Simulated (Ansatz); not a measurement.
# BFGeH4O: the cost of one run

Program: Ansatz 0.2.0, Gaussian basis. Level of theory: the settings change from run to run. These are calculated values, not measurements.

## Step 1: The geometry

The geometry comes from an earlier relaxation with PBE0-D4 in a triple-zeta def2 set; it is a stationary point, not always the lowest conformer.

SMILES `FB[O][GeH3]`, 8 atoms, charge 0, spin multiplicity 1.

Atoms are counted from 1 here; the program's logs count them from 0.

Bond lengths: F1–B2 1.328 Å, B2–O3 1.337 Å, B2–H5 1.202 Å, O3–Ge4 1.794 Å, Ge4–H6 1.535 Å, Ge4–H7 1.532 Å, Ge4–H8 1.532 Å. Angles: F1–B2–O3 118.4°, F1–B2–H5 117.9°, O3–B2–H5 123.7°, B2–O3–Ge4 127.1°, O3–Ge4–H6 108.4°, O3–Ge4–H7 105.8°, O3–Ge4–H8 105.8°, H6–Ge4–H7 112.2°, H6–Ge4–H8 112.2°, H7–Ge4–H8 112.1°.

## Step 2: CCSD(T)/cc-pVDZ

This run has charge +1, multiplicity 2, restricted open-shell orbitals, atoms shaken by 0.08 Å, 2 DIIS vectors.

The input, in.yaml:

```yaml
crystal:
  periodic: [false, false, false]
  atoms:
    - {symbol: F, position_ang: [2.390482, -0.629533, -1.272064]}
    - {symbol: B, position_ang: [1.458271, -0.081248, -0.554455]}
    - {symbol: O, position_ang: [0.216245, -0.680656, -0.409629]}
    - {symbol: Ge, position_ang: [-1.194604, -0.145906, 0.428290]}
    - {symbol: H, position_ang: [1.598902, 1.096762, -0.213327]}
    - {symbol: H, position_ang: [-0.841995, 1.507791, 0.898156]}
    - {symbol: H, position_ang: [-1.632400, -1.193765, 1.552724]}
    - {symbol: H, position_ang: [-2.334987, -0.034288, -0.756635]}
basis:
  gaussian: {orbitals: cc-pVDZ}
total_charge: 1
magnetization: {spin_polarized: false, initial_magnetization: 1}
hamiltonian: {xc: {name: HF}}
correlation: {method: ccsd_t, diis_vectors: 2}
```

On the command line:

```sh
> ansatz run in.yaml --threads 2 --pin off --events-out ev --progress --plain --max-ram 4352MiB
```

Q: Estimate wall time and peak memory on 2 threads of Arm Neoverse V2, shared host.

About 2.9 min, with a peak of 0.71 GiB.
